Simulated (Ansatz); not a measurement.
# CH₇B₂N: small, medium and large basis sets

An exercise on one series of results from a longer session: the logs are not shown, and one member is left open.

Method: one geometry, several basis sets; program: Ansatz 0.2.0, Gaussian basis.

Levels to be run: PBE0-D4/def2-SVP; ωB97M-V/def2-SVP; PBE0-D4/def2-QZVPP; ωB97M-V/def2-QZVPP; the functionals' def2-TZVPP values are taken from earlier runs.

**The relaxed structure**

All runs share one geometry, relaxed beforehand with PBE0-D4 in a triple-zeta def2 set.

SMILES `CBBN`, 11 atoms, charge 0, spin multiplicity 1.

Atoms are counted from 1 here; the program's logs count them from 0.

Bond lengths: C1–B2 1.563 Å, C1–H5 1.094 Å, C1–H6 1.103 Å, C1–H7 1.092 Å, B2–B3 1.676 Å, B2–H8 1.207 Å, B3–N4 1.393 Å, B3–H9 1.209 Å, N4–H10 1.006 Å, N4–H11 1.006 Å. Angles: B2–C1–H5 113.6°, B2–C1–H6 104.6°, B2–C1–H7 116.1°, H5–C1–H6 104.9°, H5–C1–H7 109.8°, H6–C1–H7 106.8°, C1–B2–B3 124.6°, C1–B2–H8 115.9°, B3–B2–H8 119.1°, B2–B3–N4 126.8°, B2–B3–H9 117.6°, N4–B3–H9 115.6°, B3–N4–H10 122.9°, B3–N4–H11 124.0°, H10–N4–H11 113.0°.

The first run:

Contents of in.yaml:

```yaml
crystal:
  periodic: [false, false, false]
  atoms:
    - {symbol: C, position_ang: [-0.552189, 1.610593, 0.505391]}
    - {symbol: B, position_ang: [-0.789075, 0.199048, -0.121734]}
    - {symbol: B, position_ang: [0.425685, -0.809563, -0.683448]}
    - {symbol: N, position_ang: [1.058394, -1.827640, 0.025745]}
    - {symbol: H, position_ang: [-1.298935, 1.888238, 1.254576]}
    - {symbol: H, position_ang: [-0.711620, 2.314868, -0.328113]}
    - {symbol: H, position_ang: [0.450300, 1.802822, 0.892366]}
    - {symbol: H, position_ang: [-1.941491, -0.109194, -0.308325]}
    - {symbol: H, position_ang: [0.804134, -0.651201, -1.820820]}
    - {symbol: H, position_ang: [1.780487, -2.404226, -0.371753]}
    - {symbol: H, position_ang: [0.839710, -2.070845, 0.976817]}
basis:
  gaussian: {orbitals: def2-SVP}
hamiltonian: {xc: pbe0, dispersion: d4}
output: {orbitals: {seedname: orbitals}}
```

The run is started by

```
ansatz run in.yaml --threads 2 --pin off --events-out ev --progress --plain --max-ram 4352MiB
```

Steps of the session up to this table: PBE0-D4 in def2-SVP; ωB97M-V in def2-SVP; PBE0-D4 in def2-QZVPP; ωB97M-V in def2-QZVPP.

One of the session's tables, all rows but one given; the rest of the session is left out.

It belongs to the step «Functionals by basis». 

```
functional       basis  HOMO (eV)
   PBE0-D4    def2-SVP      -7.29
   PBE0-D4  def2-TZVPP      -7.41
   PBE0-D4  def2-QZVPP      -7.43
   ωB97M-V    def2-SVP      -9.53
   ωB97M-V  def2-TZVPP          ?
   ωB97M-V  def2-QZVPP      -9.70
```

**Question.** Estimate the row for ωB97M-V, def2-TZVPP.

As computed: HOMO (eV): -9.68. In the column «HOMO (eV)» it lies between ωB97M-V, def2-QZVPP (-9.70) and ωB97M-V, def2-SVP (-9.53).
